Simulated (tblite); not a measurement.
# CH6Cl2OSi3: the cost of one run

Programs: PySCF 2.14.0 with density-fitted response routines of our own, and tblite 0.8.0. All values are computed, except where a source is named. Atoms count from 0 throughout.

## 1. The molecule as given

13 atoms, charge 0, multiplicity 1; geometry from: MMFF94s geometry. This is the first candidate.

Bonds of the start (Å): C0–H7 1.09, C0–H8 1.10, C0–H9 1.09, C0–O1 1.42, O1–Si2 1.66, Si2–H10 1.48, Si2–Si3 2.25, Si2–Si5 2.28, Si3–Cl4 2.02, Si3–H11 1.50, Si3–Si5 2.22, Si5–Cl6 2.03, Si5–H12 1.50.

## 2. GFN2-xTB relaxation, isomer A, conformer 1

What the job is given:

```
{"job": {"xc": "GFN2-xTB", "basis": "xTB", "kind": "relax"}, "charge": 0, "multiplicity": 1}
C      1.771700     0.009900    -1.620200
O      0.805100    -0.778100    -0.940700
Si     0.400800    -0.392700     0.623200
Si    -1.665500    -0.985500     1.275900
Cl    -2.803400    -2.001900    -0.050900
Si    -1.266200     1.153200     0.840000
Cl    -1.889700     1.935600    -0.925600
H      1.912500    -0.410100    -2.612300
H      1.413700     1.039200    -1.740100
H      2.726900     0.003200    -1.101100
H      1.512200    -0.316400     1.592500
H     -1.868500    -1.412000     2.704300
H     -1.053800     2.156100     1.937400
```

The run is started by

```sh
> OMP_NUM_THREADS=1 python ens_run.py task.json out
```

One launch serves the whole session.

**Question.** How long does this first job take on 1 thread of Intel Xeon at 2.50GHz, shared host?

About 4.7 s.
